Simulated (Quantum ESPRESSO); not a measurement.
# SnSe2 in Quantum ESPRESSO: work function with PBE

Aim: the work function of SnSe2 with PBE.

Everything below comes from runs of Quantum ESPRESSO 7.5. Logs are shortened: lines on timing, memory, paths and dates and some standing lists are left out, and cuts for length are marked.

## Step 1: The slab as given

The cell holds a slab with vacuum, 6 atoms: a = 3.811 Å, b = 3.811 Å, c = 24.206 Å, α = 90.00°, β = 90.00°, γ = 120.00°.

## Step 2: Work function, PBE

pw.in reads:

```
&CONTROL
  calculation = 'scf'
  prefix = 'pwscf'
  outdir = './tmp'
  pseudo_dir = './pseudo'
  tprnfor = .true.
  disk_io = 'low'
/
&SYSTEM
  ibrav = 0
  celldm(1) = 8
  nat = 6
  ntyp = 2
  ecutwfc = 86
  nbnd = 60
  occupations = 'smearing'
  smearing = 'fd'
  degauss = 0.00367493
/
&ELECTRONS
  conv_thr = 6d-09
  electron_maxstep = 150
  mixing_beta = 0.3
  mixing_mode = 'local-TF'
/
ATOMIC_SPECIES
Se    78.9710 Se.upf
Sn   118.7100 Sn.upf
CELL_PARAMETERS alat
  0.9002179948016  -0.0000000000000   0.0000000000000
 -0.4501089974125   0.7796116524488   0.0000000000000
  0.0000000000000   0.0000000000000   5.7177207137036
ATOMIC_POSITIONS crystal
Se     0.6666666667    0.3333333334    0.3098469356
Sn     0.0000000000    0.0000000000    0.3732312904
Se     0.3333333333    0.6666666666    0.4366156452
Se     0.6666666667    0.3333333334    0.5633843548
Sn     0.0000000000    0.0000000000    0.6267687096
Se     0.3333333333    0.6666666666    0.6901530644
K_POINTS automatic
8 8 1 0 0 0
```

pp_density.in reads:

```
&INPUTPP
  prefix = 'pwscf'
  outdir = './tmp'
  filplot = 'density.dat'
  plot_num = 0
/
&PLOT
  nfile = 1
  filepp(1) = 'density.dat'
  iflag = 3
  output_format = 6
  fileout = 'density.cube'
/
```

pp_potential.in reads:

```
&INPUTPP
  prefix = 'pwscf'
  outdir = './tmp'
  filplot = 'potential.dat'
  plot_num = 11
/
&PLOT
  nfile = 1
  filepp(1) = 'potential.dat'
  iflag = 3
  output_format = 6
  fileout = 'potential.cube'
/
```

pp_elf.in reads:

```
&INPUTPP
  prefix = 'pwscf'
  outdir = './tmp'
  filplot = 'elf.dat'
  plot_num = 8
/
&PLOT
  nfile = 1
  filepp(1) = 'elf.dat'
  iflag = 3
  output_format = 6
  fileout = 'elf.cube'
/
```

Potentials or basis: PseudoDojo 0.4.1 SR PBE standard.

The run is started by

```bash
$ OMP_NUM_THREADS=1 pw.x -in pw.in > pw.out
$ OMP_NUM_THREADS=1 pp.x -in pp_density.in > pp_density.out
$ OMP_NUM_THREADS=1 pp.x -in pp_potential.in > pp_potential.out
$ OMP_NUM_THREADS=1 pp.x -in pp_elf.in > pp_elf.out
```

pw.out:

```text
This program is part of the open-source Quantum ESPRESSO suite
     for quantum simulation of materials; please cite
         "P. Giannozzi et al., J. Phys.:Condens. Matter 21 395502 (2009);
         "P. Giannozzi et al., J. Phys.:Condens. Matter 29 465901 (2017);
         "P. Giannozzi et al., J. Chem. Phys. 152 154105 (2020);
     in publications or presentations arising from this work. More details at

     Message from routine setup:
     using ibrav=0 with symmetry is DISCOURAGED, use correct ibrav instead

     G-vector sticks info
     --------------------
     sticks:   dense  smooth     PW     G-vecs:    dense   smooth      PW
     Sum        1237    1237    349               221455   221455   32915

     Using Slab Decomposition

     bravais-lattice index     =            0
     lattice parameter (alat)  =       8.0000  a.u.
     unit-cell volume          =    2054.5604 (a.u.)^3
     number of atoms/cell      =            6
     number of atomic types    =            2
     number of electrons       =        92.00
     number of Kohn-Sham states=           60
     kinetic-energy cutoff     =      86.0000  Ry
     charge density cutoff     =     344.0000  Ry
     scf convergence threshold =      6.0E-09
     mixing beta               =       0.3000
     number of iterations used =            8  local-TF  mixing
     Exchange-correlation= PBE
                           (   1   4   3   4   0   0   0)

     celldm(1)=   8.000000  celldm(2)=   0.000000  celldm(3)=   0.000000
     celldm(4)=   0.000000  celldm(5)=   0.000000  celldm(6)=   0.000000

     crystal axes: (cart. coord. in units of alat)
               a(1) = (   0.900218  -0.000000   0.000000 )
               a(2) = (  -0.450109   0.779612   0.000000 )
               a(3) = (   0.000000   0.000000   5.717721 )

     reciprocal axes: (cart. coord. in units 2 pi/alat)
               b(1) = (  1.110842  0.641345 -0.000000 )
               b(2) = (  0.000000  1.282690 -0.000000 )
               b(3) = ( -0.000000 -0.000000  0.174895 )

     PseudoPot. # 1 for Se read from file:
     Se.upf
     Pseudo is Norm-conserving + core correction, Zval = 16.0
     Generated using ONCVPSP code by D. R. Hamann
     Using radial grid of 1214 points,  6 beta functions with:
                l(1) =   0
                l(2) =   0
                l(3) =   1
                l(4) =   1
                l(5) =   2
                l(6) =   2

     PseudoPot. # 2 for Sn read from file:
     Sn.upf
     Pseudo is Norm-conserving + core correction, Zval = 14.0
     Generated using ONCVPSP code by D. R. Hamann
     Using radial grid of 1628 points,  6 beta functions with:
                l(1) =   0
                l(2) =   0
                l(3) =   1
                l(4) =   1
                l(5) =   2
                l(6) =   2

     atomic species   valence    mass     pseudopotential
     Se               16.00    78.97100     Se( 1.00)
     Sn               14.00   118.71000     Sn( 1.00)

     12 Sym. Ops., with inversion, found

   Cartesian axes

     site n.     atom                  positions (alat units)
         1        Se     tau(   1) = (   0.4501090   0.2598706   1.7716182  )
         2        Sn     tau(   2) = (   0.0000000   0.0000000   2.1340323  )
         3        Se     tau(   3) = (  -0.0000000   0.5197411   2.4964463  )
         4        Se     tau(   4) = (   0.4501090   0.2598706   3.2212744  )
         5        Sn     tau(   5) = (   0.0000000   0.0000000   3.5836884  )
         6        Se     tau(   6) = (  -0.0000000   0.5197411   3.9461025  )

     number of k points=    10  Fermi-Dirac smearing, width (Ry)=  0.0037
                       cart. coord. in units 2pi/alat
        k(    1) = (   0.0000000   0.0000000   0.0000000), wk =   0.0312500
        k(    2) = (   0.0000000   0.1603362   0.0000000), wk =   0.1875000
        k(    3) = (   0.0000000   0.3206725   0.0000000), wk =   0.1875000
        k(    4) = (   0.0000000   0.4810087   0.0000000), wk =   0.1875000
        k(    5) = (   0.0000000  -0.6413450   0.0000000), wk =   0.0937500
        k(    6) = (   0.1388553   0.2405044   0.0000000), wk =   0.1875000
        k(    7) = (   0.1388553   0.4008406   0.0000000), wk =   0.3750000
        k(    8) = (   0.1388553   0.5611768   0.0000000), wk =   0.3750000
        k(    9) = (   0.2777105   0.4810087   0.0000000), wk =   0.1875000
        k(   10) = (   0.2777105   0.6413450   0.0000000), wk =   0.1875000

     Dense  grid:   221455 G-vectors     FFT dimensions: (  45,  45, 288)

     Initial potential from superposition of free atoms

     starting charge      91.9966, renormalised to      92.0000

     negative rho (up, down):  2.012E-05 0.000E+00
     Starting wfcs are   54 randomized atomic wfcs +    6 random wfcs

     Self-consistent Calculation

     iteration #  1     ecut=    86.00 Ry     beta= 0.30
     Davidson diagonalization with overlap
     ethr =  1.00E-02,  avg # of iterations =  8.8

     Threshold (ethr) on eigenvalues was too large:
     Diagonalizing with lowered threshold

     Davidson diagonalization with overlap
     ethr =  1.68E-04,  avg # of iterations =  5.4

     total energy              =   -1285.27551458 Ry
     estimated scf accuracy    <       0.15214097 Ry

     iteration #  2     ecut=    86.00 Ry     beta= 0.30
     Davidson diagonalization with overlap
     ethr =  1.65E-04,  avg # of iterations =  1.3

     negative rho (up, down):  3.923E-06 0.000E+00

     total energy              =   -1285.23813741 Ry
     estimated scf accuracy    <       0.09216315 Ry

     iteration #  3     ecut=    86.00 Ry     beta= 0.30
     Davidson diagonalization with overlap
     ethr =  1.00E-04,  avg # of iterations =  5.4

     total energy              =   -1285.25154919 Ry
     estimated scf accuracy    <       0.00141239 Ry

     iteration #  4     ecut=    86.00 Ry     beta= 0.30
     Davidson diagonalization with overlap
     ethr =  1.54E-06,  avg # of iterations =  7.7

     total energy              =   -1285.25162382 Ry
     estimated scf accuracy    <       0.00047112 Ry

     iteration #  5     ecut=    86.00 Ry     beta= 0.30
     Davidson diagonalization with overlap
     ethr =  5.12E-07,  avg # of iterations =  2.4

     total energy              =   -1285.25166608 Ry
     estimated scf accuracy    <       0.00009894 Ry

     iteration #  6     ecut=    86.00 Ry     beta= 0.30
     Davidson diagonalization with overlap
     ethr =  1.08E-07,  avg # of iterations =  1.7

     total energy              =   -1285.25165950 Ry
     estimated scf accuracy    <       0.00007022 Ry
[... 19 lines left out ...]
     total energy              =   -1285.25167848 Ry
     estimated scf accuracy    <       0.00000133 Ry

     iteration # 10     ecut=    86.00 Ry     beta= 0.30
     Davidson diagonalization with overlap
     ethr =  1.45E-09,  avg # of iterations =  2.1

     total energy              =   -1285.25168065 Ry
     estimated scf accuracy    <       0.00000033 Ry

     iteration # 11     ecut=    86.00 Ry     beta= 0.30
     Davidson diagonalization with overlap
     ethr =  3.54E-10,  avg # of iterations =  5.2

     total energy              =   -1285.25168081 Ry
     estimated scf accuracy    <       0.00000006 Ry

     iteration # 12     ecut=    86.00 Ry     beta= 0.30
     Davidson diagonalization with overlap
     ethr =  6.09E-11,  avg # of iterations =  2.0

     negative rho (up, down):  1.904E-06 0.000E+00

     total energy              =   -1285.25168098 Ry
     estimated scf accuracy    <       0.00000001 Ry

     iteration # 13     ecut=    86.00 Ry     beta= 0.30
     Davidson diagonalization with overlap
     ethr =  1.13E-11,  avg # of iterations =  4.2

     End of self-consistent calculation

          k = 0.0000 0.0000 0.0000 ( 27747 PWs)   bands (ev):

   -45.4618 -45.4618 -45.4618 -45.4618 -45.4386 -45.4386 -45.4386 -45.4386
   -45.4097 -45.4097 -45.4095 -45.4095 -45.3915 -45.3915 -45.3814 -45.3814
   -45.3814 -45.3814 -45.3615 -45.3615 -19.8818 -19.8818 -19.8818 -19.8818
   -19.8433 -19.8432 -19.8302 -19.8302 -19.8302 -19.8302 -12.5165 -12.4266
   -11.0405 -10.8714  -4.4262  -3.9589  -0.1852   0.6840   0.6840   0.7353
     0.7353   0.7947   1.0931   1.0931   1.1670   1.1670   2.7734   3.4966
     4.3627   4.3938   5.8681   5.8681   6.0065   6.0065   6.9080   7.0414
     8.0541   9.2180   9.8883   9.8885

          k = 0.0000 0.1603 0.0000 ( 27723 PWs)   bands (ev):

   -45.4618 -45.4618 -45.4617 -45.4617 -45.4386 -45.4386 -45.4385 -45.4385
   -45.4097 -45.4097 -45.4095 -45.4095 -45.3915 -45.3914 -45.3814 -45.3814
   -45.3814 -45.3814 -45.3614 -45.3614 -19.8890 -19.8890 -19.8759 -19.8759
   -19.8392 -19.8391 -19.8339 -19.8339 -19.8297 -19.8297 -12.3611 -12.2723
   -10.9293 -10.7674  -4.4378  -4.0701  -0.6776  -0.4326  -0.0262   0.1910
     0.2638   0.3477   0.4392   0.9910   1.1962   1.2997   3.5792   3.7711
     5.0387   5.1816   5.9033   6.1424   6.2373   6.3912   7.1639   7.3265
     8.2291   8.8862   9.0192   9.4498

          k = 0.0000 0.3207 0.0000 ( 27694 PWs)   bands (ev):

   -45.4618 -45.4618 -45.4615 -45.4615 -45.4386 -45.4386 -45.4383 -45.4383
   -45.4098 -45.4098 -45.4096 -45.4095 -45.3914 -45.3913 -45.3815 -45.3815
   -45.3814 -45.3814 -45.3613 -45.3613 -19.9091 -19.9090 -19.8648 -19.8648
   -19.8442 -19.8442 -19.8252 -19.8252 -19.8252 -19.8251 -11.9192 -11.8352
   -10.6551 -10.5193  -4.7098  -4.5681  -2.1548  -1.8475  -0.8469  -0.5170
    -0.5038  -0.4201   0.2797   0.9848   1.0880   1.2440   3.1100   3.4174
     5.4120   5.7404   6.8663   6.8695   7.0955   7.1343   7.7578   7.9281
     8.1023   8.4311   9.0136   9.7717

          k = 0.0000 0.4810 0.0000 ( 27632 PWs)   bands (ev):

   -45.4618 -45.4618 -45.4613 -45.4613 -45.4386 -45.4386 -45.4381 -45.4381
   -45.4098 -45.4098 -45.4097 -45.4095 -45.3913 -45.3912 -45.3815 -45.3815
   -45.3814 -45.3814 -45.3612 -45.3612 -19.9308 -19.9307 -19.8595 -19.8595
   -19.8516 -19.8516 -19.8148 -19.8148 -19.8123 -19.8122 -11.2986 -11.2282
   -10.4133 -10.3309  -5.4725  -5.3832  -3.0285  -2.7909  -1.3164  -1.0057
    -0.9193  -0.7955   0.4922   0.7850   0.9122   1.0998   2.4330   2.6440
     5.4533   5.6696   6.6763   7.0966   7.1259   7.4697   7.5786   7.8961
     8.8029   9.0385   9.9520  10.6459

          k = 0.0000-0.6413 0.0000 ( 27648 PWs)   bands (ev):

   -45.4618 -45.4617 -45.4612 -45.4612 -45.4386 -45.4386 -45.4380 -45.4380
   -45.4099 -45.4098 -45.4097 -45.4095 -45.3912 -45.3912 -45.3815 -45.3815
   -45.3814 -45.3814 -45.3611 -45.3611 -19.9400 -19.9399 -19.8588 -19.8588
   -19.8545 -19.8545 -19.8091 -19.8091 -19.8069 -19.8068 -10.8798 -10.8280
   -10.4040 -10.3690  -5.8805  -5.8134  -3.3728  -3.1439  -1.2584  -1.1847
    -1.0979  -0.7867   0.4571   0.6908   0.8367   1.0342   2.1657   2.3593
     5.3452   5.5944   6.5981   7.0332   7.1024   7.1151   7.5381   7.7924
     9.9756  10.1309  10.1882  10.3873

          k = 0.1389 0.2405 0.0000 ( 27705 PWs)   bands (ev):

   -45.4618 -45.4618 -45.4616 -45.4616 -45.4386 -45.4386 -45.4384 -45.4384
   -45.4098 -45.4098 -45.4096 -45.4095 -45.3914 -45.3913 -45.3814 -45.3814
   -45.3814 -45.3814 -45.3613 -45.3613 -19.9002 -19.9001 -19.8706 -19.8706
   -19.8393 -19.8393 -19.8337 -19.8337 -19.8245 -19.8245 -12.0614 -11.9755
   -10.7351 -10.5898  -4.5687  -4.3793  -1.5051  -1.2880  -1.2179  -1.0197
    -0.0225   0.3262   0.5530   0.6738   0.7340   1.2021   3.7298   3.7855
     5.7607   5.8663   6.0307   6.4280   7.0290   7.0421   7.5837   7.8127
     8.1798   8.4926   8.9051   9.3035

          k = 0.1389 0.4008 0.0000 ( 27647 PWs)   bands (ev):

   -45.4617 -45.4617 -45.4614 -45.4614 -45.4385 -45.4385 -45.4382 -45.4382
   -45.4098 -45.4098 -45.4096 -45.4095 -45.3913 -45.3912 -45.3815 -45.3815
   -45.3814 -45.3814 -45.3612 -45.3612 -19.9173 -19.9172 -19.8671 -19.8670
   -19.8453 -19.8453 -19.8269 -19.8269 -19.8126 -19.8126 -11.5202 -11.4433
   -10.4666 -10.3609  -5.1298  -5.0702  -2.5979  -2.3546  -1.7166  -1.4169
    -0.7412  -0.4863   0.1847   0.5250   0.8213   1.1166   3.2461   3.4458
     5.9887   6.3304   6.6132   6.9696   7.0297   7.5341   7.8975   8.1217
     8.5748   8.6784   9.2794   9.6464
[... 14 lines left out ...]
   -45.4616 -45.4616 -45.4613 -45.4613 -45.4384 -45.4384 -45.4381 -45.4381
   -45.4099 -45.4098 -45.4097 -45.4096 -45.3912 -45.3912 -45.3815 -45.3815
   -45.3815 -45.3815 -45.3611 -45.3611 -19.9170 -19.9169 -19.8781 -19.8781
   -19.8408 -19.8408 -19.8266 -19.8266 -19.8074 -19.8074 -10.9741 -10.9161
   -10.3205 -10.2649  -5.6815  -5.6730  -2.8550  -2.6906  -2.1965  -2.1138
    -1.3713  -1.1538  -0.2071   0.3221   0.8431   0.9643   3.2994   3.6197
     6.0882   6.5629   7.2054   7.3939   7.7231   7.8524   8.4173   8.6453
     8.8253   9.1693   9.4784   9.7261

          k = 0.2777 0.6413 0.0000 ( 27650 PWs)   bands (ev):

   -45.4616 -45.4615 -45.4614 -45.4613 -45.4383 -45.4383 -45.4381 -45.4381
   -45.4099 -45.4098 -45.4097 -45.4096 -45.3912 -45.3911 -45.3815 -45.3815
   -45.3815 -45.3815 -45.3611 -45.3611 -19.9138 -19.9137 -19.8858 -19.8858
   -19.8385 -19.8385 -19.8228 -19.8228 -19.8095 -19.8094 -10.5934 -10.5625
   -10.3551 -10.3436  -5.9801  -5.9606  -2.8688  -2.6295  -2.5072  -2.2805
    -1.8320  -1.6696   0.0618   0.3604   0.6652   0.8827   3.1234   3.5554
     6.4312   6.5841   7.0955   7.4745   7.8309   8.1065   8.3576   8.8055
     9.8915  10.0893  10.2758  10.3829

     the Fermi energy is     1.7628 ev

!    total energy              =   -1285.25168097 Ry
     estimated scf accuracy    <          1.8E-09 Ry
     smearing contrib. (-TS)   =      -0.00000228 Ry
     internal energy E=F+TS    =   -1285.25167870 Ry

     The total energy is F=E-TS. E is the sum of the following terms:
     one-electron contribution =   -5582.28182648 Ry
     hartree contribution      =    2798.69187104 Ry
     xc contribution           =    -282.12980232 Ry
     ewald contribution        =    1780.46807907 Ry

     convergence has been achieved in  13 iterations

     Forces acting on atoms (cartesian axes, Ry/au):

     atom    1 type  1   force =     0.00000000    0.00000000   -0.03216609
     atom    2 type  2   force =     0.00000000   -0.00000000   -0.00136897
     atom    3 type  1   force =     0.00000000    0.00000000    0.02929525
     atom    4 type  1   force =     0.00000000   -0.00000000   -0.02929525
     atom    5 type  2   force =     0.00000000    0.00000000    0.00136897
     atom    6 type  1   force =     0.00000000   -0.00000000    0.03216609

     Total force =     0.061559     Total SCF correction =     0.000413

=------------------------------------------------------------------------------=
   JOB DONE.
=------------------------------------------------------------------------------=
```

It took 9.3 min on 1 thread of Arm Neoverse V1, shared host; peak memory 0.63 GiB.

What came out:

```yaml
Free_energy: -17486.7400 eV
Largest_force: 0.827 eV/Å
Band_gap_on_the_k_mesh: 0.87 eV, indirect (least direct gap 1.13 eV)
Ionisation_potential_of_the_upper_face: 6.06 eV
Electron_affinity_of_the_upper_face: 5.20 eV
```

Forces in eV/Å, atoms in the order of the input:
```
Se   0.000  0.000 -0.827
Sn   0.000  0.000 -0.035
Se   0.000  0.000  0.753
Se   0.000  0.000 -0.753
Sn   0.000  0.000  0.035
Se   0.000  0.000  0.827
```

Caveat: ionisation potential and electron affinity come from Kohn-Sham levels, which understate the gap; spin-orbit coupling is left out, which moves the levels of the heavy elements; the cell's inner coordinates are idealised or old, which leaves forces on the atoms.
